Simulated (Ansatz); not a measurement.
# CHBrI₂: how energies converge with the basis set

Aim: see how fast density functionals converge with the basis set for CHBrI₂.

Program: Ansatz 0.2.0, Gaussian basis. Level of theory: one geometry, several basis sets. These are calculated values, not measurements.

Levels to be run: PBE0-D4/def2-SVP; ωB97M-V/def2-SVP; PBE0-D4/def2-QZVPP; ωB97M-V/def2-QZVPP; the functionals' def2-TZVPP values are taken from earlier runs.

**1. Structure used throughout**

An earlier PBE0-D4 in a triple-zeta def2 set relaxation fixed the geometry. I takes the def2 core potential; no spin-orbit term is included.

5 atoms, charge 0, spin multiplicity 1.

Atoms are counted from 1 here; the program's logs count them from 0.

Bond lengths: Br1–C2 1.921 Å, C2–I3 2.131 Å, C2–I4 2.131 Å, C2–H5 1.083 Å. Angles: Br1–C2–I3 112.2°, Br1–C2–I4 112.2°, Br1–C2–H5 106.9°, I3–C2–I4 112.6°, I3–C2–H5 106.2°, I4–C2–H5 106.2°.

**2. PBE0-D4 in def2-SVP**

in.yaml

```yaml
crystal:
  periodic: [false, false, false]
  atoms:
    - {symbol: Br, position_ang: [-0.698539, 0.366433, 1.742729]}
    - {symbol: C, position_ang: [0.065799, 0.111723, -0.001229]}
    - {symbol: I, position_ang: [1.494292, -1.468850, -0.031903]}
    - {symbol: I, position_ang: [-1.423171, -0.099111, -1.510622]}
    - {symbol: H, position_ang: [0.611619, 1.016204, -0.240275]}
basis:
  gaussian: {orbitals: def2-SVP}
hamiltonian: {xc: pbe0, dispersion: d4}
output: {orbitals: {seedname: orbitals}}
```

The runs that follow: ωB97M-V in def2-SVP; PBE0-D4 in def2-QZVPP; ωB97M-V in def2-QZVPP.

Before running them: what should the planned runs give, taken together? Wanted: PBE0-D4: double and triple zeta above quadruple; ωB97M-V: double and triple zeta above quadruple.

The runs gave:

| quantity | value |
| --- | --- |
| PBE0-D4: double and triple zeta above quadruple | 11.88, 1.56 eV |
| ωB97M-V: double and triple zeta above quadruple | 11.87, 1.51 eV |

**Reading.** PBE0-D4 gains 10.32 eV from double to triple zeta, then 1.56 eV more. These are total energies; as a rule much of such shifts cancels in differences, which this series doesn't test.
